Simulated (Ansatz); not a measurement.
**W (hcp type): how the settings move a single-point run**

Question: which choices in the input matter for W (hcp type)?

Program: Ansatz 0.2.0. Level of theory: reference: DFT, PBEsol, all-electron PAW with datasets made for the crystal, scalar-relativistic. These are calculated values, not measurements.

2 further runs of the same task are left out: 2 that didn't finish. Runs told in other sessions of the task aren't counted.

## (1) The starting structure

It takes space group P6_3/mmc (No. 194, hexagonal). Conventional cell: a = 2.845 Å, b = 2.845 Å, c = 4.608 Å, α = 90.00°, β = 90.00°, γ = 120.00°. Around W (site symmetry -6m2) lie 12 W at 2.83 to 2.84 Å.

Structure file:

```
CELL_PARAMETERS angstrom
2.84451 0.00000 0.00000
-1.42226 2.46342 0.00000
0.00000 0.00000 4.60811
ATOMIC_POSITIONS crystal
W 0.33333 0.66667 0.25000
W 0.66667 0.33333 0.75000
```

## (2) The reference run

input.yaml

```yaml
crystal:
  lattice:
    - [2.844510009, 0.0, 0.0]
    - [-1.4222550045, 2.4634179291, 0.0]
    - [0.0, 0.0, 4.6081062146]
  atoms:
    - { symbol: W, position: [0.3333333333, 0.6666666667, 0.25] }
    - { symbol: W, position: [0.6666666667, 0.3333333333, 0.75] }
kpoints:
  mp_grid: { grid: [12, 12, 7] }
scf:
  occupations: { method: fermi_dirac, width: 0.05 }
hamiltonian:
  xc: pbesol
  pseudopotentials: { kind: all_electron, datasets: crystal }
output:
  forces: true
  stress: true
  eigenvalues: true
  efg: { contact_densities: true }
```

Run with:

```console
ansatz run input.yaml --threads 1 --pin off --max-ram 2048MiB --backend cpu --events-out ev --progress --plain --runs-dir out
```

## (3) Variant: lower_state_search standard

Changes to input.yaml since step 2:

```diff
@@ -12,2 +12,3 @@
   occupations: { method: fermi_dirac, width: 0.05 }
+  lower_state_search: standard
 hamiltonian:
```

Q: Predict the outcome of this session. Wanted: for each run, ending; energy change; pressure; gap; force.

As calculated:

| run | ending | energy change | pressure (GPa) | gap (eV) | force (eV/Å) | cycles | time |
| --- | --- | --- | --- | --- | --- | --- | --- |
| reference | converged | 0 | -3.6 | 0.00 | 0.00 | 8 | 11 s |
| 1: lower_state_search standard | converged | 0.0 meV/atom | -3.6 | 0.00 | 0.00 | 8 | 11 s |

Residual by cycle in the longest SCF loop of each run; runs are numbered as in the table. The quantity is the density residual dr2, in eV.

| cycle | reference | run 1 |
| --- | --- | --- |
| 1 | 4.27 | 4.27 |
| 2 | 1.59 | 1.59 |
| 3 | 0.0728 | 0.0728 |
| 4 | 0.00209 | 0.00209 |
| 5 | 2.2e-4 | 2.2e-4 |
| 6 | 1.1e-5 | 1.1e-5 |
| 7 | 1.0e-7 | 1.0e-7 |
| 8 | 1.3e-9 | 1.3e-9 |

**Reading.** The changed input (search for lower states) leaves the energy the same to the digits printed.
